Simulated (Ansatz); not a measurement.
# TmO: the cost of one run

Method: DFT PBE, scalar-relativistic, plane waves, PAW; 4f electrons in the core of a trivalent norm-conserving potential, in Ansatz 0.2.0.

## (1) The starting structure

The structure is cubic, space group Pm-3m (No. 221). Conventional cell: a = 3.447 Å, b = 3.447 Å, c = 3.447 Å, α = 90.00°, β = 90.00°, γ = 90.00°. Tm (site symmetry m-3m) has 8 O at 2.99 Å in its first shell of neighbours. O (site symmetry m-3m) has 8 Tm at 2.99 Å in its first shell of neighbours.

Coordinates:

```
Tm O
1.0
     3.44750    0.00000    0.00000
     0.00000    3.44750    0.00000
     0.00000    0.00000    3.44750
Tm O
1 1
Cartesian
  0.0000 0.0000 0.0000
  1.7237 1.7237 1.7237
```

Recipe of the guess: species swapped into a database cell of CeMg (Pm-3m, No. 221), with O on the Ce sites and Tm on the Mg sites. Lengths come from tabulated atomic sizes and are only a guess.

## (2) A first look at the guess

The input, input.yaml:

```yaml
crystal:
  lattice:
    - [3.44749914, 0.0, 0.0]
    - [0.0, 3.44749914, 0.0]
    - [0.0, 0.0, 3.44749914]
  atoms:
    - { symbol: Tm, position: [0.0, 0.0, 0.0] }
    - { symbol: O, position: [0.5, 0.5, 0.5] }
basis:
  ecutwfc: 690
kpoints:
  mp_grid: { grid: [6, 6, 6] }
hamiltonian:
  xc: pbe
  pseudopotentials:
    kind: paw
    azcp: { Tm: "pseudopotentials/pbe/nc/lanthanide_3plus/Tm.nc.azcp" }
scf:
  occupations: { method: gaussian, width: 0.1 }
  lower_state_search: "off"
output:
  forces: true
  stress: true
  eigenvalues: true
```

On the command line:

```console
$ ansatz run input.yaml --threads 1 --pin off --max-ram 2560MiB --backend cpu --events-out ev --progress --plain --runs-dir out
```

Q: Estimate wall time and peak memory on 1 thread of Arm Neoverse V2, shared host.

About 1.2 s, with a peak of 0.27 GiB.
